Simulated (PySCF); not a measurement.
# SiCl2F (SMILES F[Si](Cl)Cl): levels of theory compared

We compute a comparison of 6 runs (U-r2SCAN/STO-6G, UB3LYP/STO-6G, UCCSDT/STO-6G, UCISD/STO-6G, UCCSD(T)/STO-6G, FCI/STO-6G) of SiCl2F. The job is set up through a Python script.

Program for the calculation: PySCF 2.14.0.

6 further runs of the same task are left out: 1 that didn't finish, 5 set aside as unsound or not needed.

## (1) Starting point

SiCl2F: 4 atoms, total charge 0, spin state doublet. SMILES: `F[Si](Cl)Cl`. The F1–Si2 distance was set to 4.533 Å, away from the relaxed value. At this shape a bond of the SMILES string is far longer than usual.

Bond lengths: Si2–Cl3 2.009 Å, Si2–Cl4 2.009 Å. Angles: Cl3–Si2–Cl4 115.3°.

## (2) A single-point energy at U-r2SCAN/STO-6G (run 1)

calc.py

```python
from pyscf import gto, dft

mol = gto.M(
    atom='''
F      6.073661    -0.555702     5.669532
Si     0.118883    -0.797880    -0.483033
Cl    -3.186815    -0.754398     1.382788
Cl     0.822333     2.263646    -2.614096
''',
    unit='bohr',
    spin=1,
    charge=0,
    verbose=3,
    max_memory=1860,
    basis='sto-6g',
)

myscf = dft.UKS(mol, xc='r2scan')
myscf.conv_tol = 1e-10
myscf.grids.level = 5
myscf.kernel()
if not myscf.converged:
    myscf = myscf.newton().run(myscf.mo_coeff, myscf.mo_occ)

energy = myscf.e_tot
print('E = %.10f Eh' % energy)
```

On the command line:

```console
OMP_NUM_THREADS=1 python calc.py
```

Standard output:

```text
WARN: HOMO -0.102956980550023 >= LUMO -0.102956529913782

WARN: HOMO 0.033749896037617 >= LUMO 0.0342265129869709

WARN: HOMO -0.0295360279969225 >= LUMO -0.0293950919522839

converged SCF energy = -1304.88250914111  <S^2> = 0.75000141  2S+1 = 2.0000014
E = -1304.8825091411 Eh
```

Wall time 32 s (1 thread of Arm Neoverse V1, shared host); peak memory 0.26 GiB.

## (3) A single-point energy at UB3LYP/STO-6G (run 2)

run.py

```python
from pyscf import gto, dft

system = gto.M(
    atom='''
F    3.214043  -0.294065   3.000187
Si   0.062910  -0.422220  -0.255610
Cl  -1.686390  -0.399210   0.731740
Cl   0.435160   1.197870  -1.383320
''',
    max_memory=1860,
    verbose=3,
    basis='sto-6g',
    spin=1,
    charge=0,
)

mf = dft.UKS(system)
mf.xc = 'b3lyp'
mf.conv_tol = 1e-10
mf.grids.level = 5
mf.kernel()
if not mf.converged:
    mf = mf.newton().run(mf.mo_coeff, mf.mo_occ)

etot = mf.e_tot
print('E(%s) = %.9f' % ('B3LYP', etot))
```

On the command line:

```console
OMP_NUM_THREADS=1 python run.py
```

Standard output:

```text
WARN: HOMO -0.268524928478864 >= LUMO -0.268524928478865

WARN: HOMO -0.11494882899616 >= LUMO -0.114949481124412

converged SCF energy = -1304.91130349555  <S^2> = 0.75000041  2S+1 = 2.0000004
E(B3LYP) = -1304.911303496
```

It took 13 s on 1 thread of Arm Neoverse V1, shared host; peak memory 0.26 GiB.

## (4) The energy at UCCSDT/STO-6G (run 3)

mol.xyz

```xyz
4
Cl2FSi
F      3.214043    -0.294065     3.000187
Si     0.062910    -0.422220    -0.255610
Cl    -1.686390    -0.399210     0.731740
Cl     0.435160     1.197870    -1.383320
```

job.py

```python
from pyscf import gto, scf, cc

molecule = gto.M(
    atom='mol.xyz',
    basis='sto-6g',
    charge=0,
    spin=1,
    max_memory=1860,
    verbose=4,
)

myscf = scf.UHF(molecule)
myscf.conv_tol = 1e-10
myscf.kernel()
if not myscf.converged:
    myscf = myscf.newton().run(myscf.mo_coeff, myscf.mo_occ)

mycc = cc.CCSDT(myscf, frozen=16)
mycc.kernel()
etot = mycc.e_tot
print('Final energy', etot)
```

On the command line:

```console
OMP_NUM_THREADS=1 python job.py
```

Standard output:

```text
PySCF version 2.14.0

[INPUT] num. atoms = 4
[INPUT] num. electrons = 57
[INPUT] charge = 0
[INPUT] spin (= nelec alpha-beta = 2S) = 1
[INPUT] symmetry False subgroup None
[INPUT] Mole.unit = angstrom
[INPUT] Symbol           X                Y                Z      unit          X                Y                Z       unit  Magmom
[INPUT]  1 F      3.214043000000  -0.294065000000   3.000187000000 AA    6.073661022575  -0.555702312820   5.669531752480 Bohr   0.0
[INPUT]  2 Si     0.062910000000  -0.422220000000  -0.255610000000 AA    0.118882670496  -0.797880164314  -0.483032894700 Bohr   0.0
[INPUT]  3 Cl    -1.686390000000  -0.399210000000   0.731740000000 AA   -3.186815239205  -0.754397566188   1.382788194389 Bohr   0.0
[INPUT]  4 Cl     0.435160000000   1.197870000000  -1.383320000000 AA    0.822333220366   2.263646232833  -2.614095942633 Bohr   0.0

nuclear repulsion = 215.134253986602
number of shells = 18
number of NR pGTOs = 192
number of NR cGTOs = 32
basis = sto-6g
ecp = {}

[... 42 lines left out ...]
[... the frontier-level lines of each cycle are left out ...]
[... 3 lines left out ...]
[... 5 lines left out ...]
[... 57 lines left out ...]
converged SCF energy = -1302.83327800106  <S^2> = 0.75000003  2S+1 = 2
[... 21 lines left out ...]
WARN: A large `blksize_v_aab` is being used, which may cause large memory consumption
[... 23 lines left out ...]
UCCSDT converged
[... 3 lines left out ...]
Final energy -1302.885752457684
```

It took 4.2 s on 1 thread of Arm Neoverse V1, shared host; peak memory 0.11 GiB.

Runs 4 to 5 aren't shown in full; the table further down has their settings and results.

## (5) The energy at FCI/STO-6G (run 6)

geometry.xyz

```xyz
4
Cl2FSi
F      3.214043    -0.294065     3.000187
Si     0.062910    -0.422220    -0.255610
Cl    -1.686390    -0.399210     0.731740
Cl     0.435160     1.197870    -1.383320
```

input.py

```python
from pyscf import gto, mcscf

mol = gto.M(
    atom='geometry.xyz',
    verbose=3,
    spin=1,
    basis='sto-6g',
    max_memory=1860,
)

mf = mol.ROHF()
mf.conv_tol = 1e-10
mf.kernel()
if not mf.converged:
    mf = mf.newton().run(mf.mo_coeff, mf.mo_occ)

cas = mcscf.CASCI(mf, mf.mo_coeff.shape[-1] - 16, (mol.nelec[0] - 16, mol.nelec[1] - 16))  # full CI above the frozen core
cas.fix_spin_(ss=0.75)
cas.kernel()
energy = cas.e_tot
print(f'total energy: {energy:.8f} hartree')
```

On the command line:

```console
OMP_NUM_THREADS=1 python input.py
```

Standard output:

```text
converged SCF energy = -1302.83327799248
CASCI E = -1302.88582817115  E(CI) = -91.5496551454446  S^2 = 0.7500000
total energy: -1302.88582817 hartree
```

Wall time 51 s (1 thread of Arm Neoverse V1, shared host); peak memory 0.33 GiB.

## (6) The series

```
run            level  integration grid  frozen core orbitals   energy (Eh)  dipole moment (D) of the reference  HOMO energy (eV)  LUMO energy (eV)  wall time
  1  U-r2SCAN/STO-6G                 5                     –  -1304.882509                                1.36             -3.99             -1.56       32 s
  2    UB3LYP/STO-6G                 5                     –  -1304.911303                                1.47             -4.78             -0.54       13 s
  3    UCCSDT/STO-6G                 –                    16  -1302.885752                                1.79             -7.70              4.04      4.2 s
  4     UCISD/STO-6G                 –                    16  -1302.882488                                1.79             -7.70              4.04      1.6 s
  5  UCCSD(T)/STO-6G                 –                    16  -1302.885458                                1.79             -7.70              4.04      1.8 s
  6       FCI/STO-6G                 –                    16  -1302.885828                                1.79                 –                 –       51 s
```

## (7) What came out

| quantity | value |
| --- | --- |
| run 6: total energy | -1302.88583 Eh |
| run 6: dipole moment (Hartree–Fock density) | 1.79 D |
| run 6: correlation energy (16 core orbitals frozen) | -52.6 mEh |

**Reading.** Against full CI in this basis: UCCSDT +0.1 mEh; UCISD +3.3 mEh; UCCSD(T) +0.4 mEh. Totals of different functionals can't be ranked against each other. In runs 1, 2, 3, 4, 5, 6 the basis is minimal, so the values are rough. All runs together took 1.7 min, the longest 51 s.
